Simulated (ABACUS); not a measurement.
The system is HfIn4SiO6.

```xyz
12
Lattice="5.2774 0.0000 0.0000 -2.6387 4.5704 0.0000 0.0000 0.0000 10.5590" Properties=species:S:1:pos:R:3 pbc="T T T"
Hf    2.6387    1.5234    0.0000
In    0.0000    0.0000    3.2148
In    0.0000    0.0000    7.3442
In    0.0000    3.0469    8.3331
In    0.0000    3.0469    2.2260
Si    0.0000    0.0000    0.0000
O     3.2747    3.2219    9.5002
O     1.4858    0.1234    1.0589
O     0.8498    1.2250    9.5002
O     2.0027    3.2219    1.0589
O     3.7916    0.1234    9.5002
O     4.4277    1.2250    1.0589
```

The cell was built by a generator and needn't be a form met in nature.

Base run:

```yaml
Program: ABACUS 3.10.1
Functional: PBE
Potentials_or_basis: SG15 ONCV 1.2 PBE
Cutoff: 1143 eV
Density_cutoff: 4572 eV
Basis: plane waves
k_mesh: 4 × 4 × 2
Occupations: fermi-dirac, width 0.05 eV
Spin: no spin polarisation
```

Its results: band gap on the k mesh 0.34 eV, indirect (least direct gap 1.69 eV); pressure 0.1 GPa; largest force 0.049 eV/Å.

Task: The run is repeated on the same cell with these changes: functional from PBE to r2SCAN; cutoff from 1143 eV to 1361 eV; density cutoff from 4572 eV to 5442 eV; basis from plane waves to DZP LCAO (the cutoffs set its grid). What comes out?

Result: Band gap on the k mesh 0.73 eV, indirect (least direct gap 2.13 eV); pressure -2.1 GPa; largest force 0.545 eV/Å.

Several settings changed at once, so the effect can't be laid on one alone.

Caveats: spin-orbit coupling is left out, which moves the levels of the heavy elements; the atomic orbitals were generated for these runs and aren't a published set (some runs); the potentials were made for another functional, which shifts forces and pressure (some runs); the basis of atomic orbitals isn't converged, which shifts pressures, moduli and gaps (some runs).

A k mesh can miss the band edges.

Not every run made on this cell is shown here.
